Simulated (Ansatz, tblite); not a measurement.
# CdMeF (CH3CdF): rung by rung

How do method and basis change the picture of CdMeF (CH3CdF) (singlet)?

The runs use Ansatz 0.2.0, Gaussian basis; as each input shows.

Levels to be run: GFN1-xTB, GFN2-xTB, PBE-D4/def2-TZVP, r2SCAN-D4/def2-TZVP, r2SCANh-D4/def2-TZVP, LC-ωPBE/def2-TZVP, CAM-B3LYP-D4/def2-TZVP, B3LYP-D4/def2-TZVP, ωB97M-V/def2-TZVP, B97M-V/def2-TZVP, PBE-QIDH/def2-TZVP, PBE-D4/def2-SVP, PBE0-D4/def2-SVP, CCSD(T)/def2-TZVPP, MP2/def2-TZVP, RPA/def2-TZVP.

5 further runs of the same task are left out: 5 set aside as unsound or not needed. Runs told in other sessions of the task aren't counted.

**1. The relaxed structure**

The geometry is that of the singlet, from an earlier relaxation (PBE0-D4/def2-TZVP).

6 atoms, charge 0, spin multiplicity 1.

Bond lengths: Cd1–C2 2.079 Å, Cd1–F6 1.947 Å, C2–H3 1.090 Å, C2–H4 1.090 Å, C2–H5 1.090 Å. Angles: C2–Cd1–F6 180.0°, Cd1–C2–H3 109.7°, Cd1–C2–H4 109.6°, Cd1–C2–H5 109.6°, H3–C2–H4 109.3°, H3–C2–H5 109.3°, H4–C2–H5 109.3°.

Cd takes a core potential in the def2 sets. No spin-orbit coupling is included.

PBE0-D4/def2-TZVP was run before; its log isn't repeated, and its numbers join the tables.

**2. GFN1-xTB**

Tight binding, by tblite at 300 K electronic temperature and without a spin-polarisation term:

```python
tblite.interface.Calculator('GFN1-xTB', numbers, positions, charge=0, uhf=0).singlepoint()
```

Energy -263.5916 eV, HOMO -10.95 eV, LUMO -6.92 eV; 0.006 s.

**3. GFN2-xTB**

Tight binding, by tblite at 300 K electronic temperature and without a spin-polarisation term:

```python
tblite.interface.Calculator('GFN2-xTB', numbers, positions, charge=0, uhf=0).singlepoint()
```

Energy -244.4024 eV, HOMO -10.86 eV, LUMO -6.36 eV; 0.002 s.

**4. PBE-D4/def2-TZVP**

start.molden holds the orbitals of an earlier run on this state, given as this run's starting guess.

The input, in.yaml:

```yaml
crystal:
  periodic: [false, false, false]
  atoms:
    - {symbol: Cd, position_ang: [-0.005805, 0.002897, -1.244816]}
    - {symbol: C, position_ang: [0.003776, -0.001495, 0.834441]}
    - {symbol: H, position_ang: [-0.448390, 0.917839, 1.205890]}
    - {symbol: H, position_ang: [1.029649, -0.069940, 1.195717]}
    - {symbol: H, position_ang: [-0.564745, -0.856075, 1.200580]}
    - {symbol: F, position_ang: [-0.014494, 0.006774, -3.191812]}
basis:
  gaussian: {orbitals: def2-TZVP, initial_orbitals: start.molden}
hamiltonian: {xc: pbe, dispersion: d4}
scf: {omitted_lower_state_checks: [starts]}
output: {orbitals: {seedname: orbitals}}
```

The run is started by

```console
> ansatz run in.yaml --threads 4 --pin off --events-out ev --progress --plain --max-ram 3916MiB
```

Further steps of the session: r2SCAN-D4/def2-TZVP; r2SCANh-D4/def2-TZVP; LC-ωPBE/def2-TZVP; CAM-B3LYP-D4/def2-TZVP; B3LYP-D4/def2-TZVP; ωB97M-V/def2-TZVP; B97M-V/def2-TZVP; PBE-QIDH/def2-TZVP; PBE-D4/def2-SVP; PBE0-D4/def2-SVP; CCSD(T)/def2-TZVPP; MP2/def2-TZVP; RPA/def2-TZVP.

Before running them: what should the planned runs give, taken together? Wanted: gap in def2-TZVP, named functionals, smallest and largest; correlation energy, CCSD(T)/def2-TZVPP; correlation energy, MP2/def2-TZVP; binding an atom, CCSD(T)/def2-TZVPP; PBE0 total energy, smallest basis above largest.

As calculated:

```
                                                 quantity                                 value
gap in def2-TZVP, named functionals, smallest and largest  5.70 eV (PBE-D4), 12.33 eV (LC-ωPBE)
                   correlation energy, CCSD(T)/def2-TZVPP                             -31.90 eV
                        correlation energy, MP2/def2-TZVP                             -25.78 eV
                      binding an atom, CCSD(T)/def2-TZVPP                              3.034 eV
          PBE0 total energy, smallest basis above largest         5.79 eV (def2-SVP, def2-TZVP)
```

In words: Over the named functionals in def2-TZVP the gap runs from 5.70 eV (PBE-D4) to 12.33 eV (LC-ωPBE); exact exchange widens it. The functionals in def2-TZVP miss CCSD(T)/def2-TZVPP by +0.043 (B3LYP-D4) to +0.130 eV (LC-ωPBE) an atom. CCSD(T)/def2-TZVPP isn't at the basis-set limit; small misses against it rank nothing.
